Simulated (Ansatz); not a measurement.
**Ge6MoW2: what a guessed cell relaxes into**

Aim: relax a trial structure of Ge6MoW2 and see where it ends, then test the end with a random kick.

Program: Ansatz 0.2.0. Level of theory: DFT PBE, scalar-relativistic, plane waves, PAW. These are calculated values, not measurements.

2 further runs of the same task are left out: 2 that didn't finish.

**1. The structure to begin with**

Symmetry: I4/mmm, No. 139, tetragonal system. The conventional cell has a = 3.341 Å, b = 3.341 Å, c = 24.864 Å, α = 90.00°, β = 90.00°, γ = 90.00°. Around Ge (site symmetry 4mm) lie 5 Ge at 2.70 to 2.77 Å and 5 W at 2.72 to 2.80 Å. Around Ge (site symmetry 4mm) lie 5 Ge at 2.68 to 2.78 Å and 4 Mo at 2.71 Å and 1 W at 2.81 Å. Ge (site symmetry 4mm) is surrounded by 5 Ge at 2.70 to 2.78 Å and 4 W at 2.72 Å and 1 Mo at 2.79 Å. Around Mo (site symmetry 4/mmm) lie 10 Ge at 2.71 to 2.79 Å. W (site symmetry 4mm) is surrounded by 10 Ge at 2.72 to 2.81 Å.

Structure file:

```xyz
9
Lattice="-1.6705 1.6705 12.4320 1.6705 -1.6705 12.4320 1.6705 1.6705 -12.4320" Properties=species:S:1:pos:R:3 pbc="T T T"
Ge    0.0000    0.0000   19.3747
Ge    0.0000    0.0000   11.0942
Ge    0.0000    0.0000    2.7936
Ge    0.0000    0.0000   22.0704
Ge    0.0000    0.0000   13.7697
Ge    0.0000    0.0000    5.4892
Mo    0.0000    0.0000    0.0000
W     0.0000    0.0000   16.5785
W     0.0000    0.0000    8.2855
```

The start is the relaxed end of an invented cell (made as: elements ordered on the sites of the Ge2W type, Mo/W on W (I4/mmm, No. 139)), taken up again for a closer look.

**2. Probe: one point on a coarse mesh**

input.yaml reads:

```yaml
crystal:
  lattice:
    - [-1.6705309, 1.6705309, 12.4319686]
    - [1.6705309, -1.6705309, 12.4319686]
    - [1.6705309, 1.6705309, -12.4319686]
  atoms:
    - { symbol: Ge, position: [0.77923, 0.77923, 0.0] }
    - { symbol: Ge, position: [0.446198, 0.446198, 0.0] }
    - { symbol: Ge, position: [0.112354, 0.112354, 0.0] }
    - { symbol: Ge, position: [0.887646, 0.887646, 0.0] }
    - { symbol: Ge, position: [0.553802, 0.553802, 0.0] }
    - { symbol: Ge, position: [0.22077, 0.22077, 0.0] }
    - { symbol: Mo, position: [0.0, 0.0, 0.0] }
    - { symbol: W, position: [0.666767, 0.666767, 0.0] }
    - { symbol: W, position: [0.333233, 0.333233, 0.0] }
basis:
  ecutwfc: 420
kpoints:
  mp_grid: { grid: [8, 8, 8] }
hamiltonian:
  xc: pbe
scf:
  occupations: { method: gaussian, width: 0.1 }
  lower_state_search: "off"
output:
  forces: true
  stress: true
  eigenvalues: true
```

Launch:

```bash
ansatz run input.yaml --threads 4 --pin off --max-ram 8192MiB --backend cpu --events-out ev --progress --plain --runs-dir out
```

The session goes on with these runs: spin check on a coarse mesh; relaxation on the finer mesh; reference for the kick test; kicked and relaxed without symmetry.

What does the calculation give? Wanted: conventional cell; volume; energy over the elements; gap on the mesh.

As calculated:

| quantity | value |
| --- | --- |
| symmetry at the end (tolerance 0.05 Å) | space group I4/mmm (No. 139) |
| conventional cell | a = 3.341 Å, b = 3.341 Å, c = 24.864 Å, α = 90.00°, β = 90.00°, γ = 90.00° |
| volume | 15.42 Å³/atom |
| energy over the elements | 0.00 eV/atom |
| gap on the mesh | none (metal) |

What this shows: The space group I4/mmm (No. 139) is kept, at nearly the size of the first guess. The formation energy of this structure is too near zero to say whether it is bound against the elements. It survived the kick, though modes of other wave vectors, which need another repeat, weren't probed. Spin-orbit coupling is left out for W. Other magnetic orders were not searched.
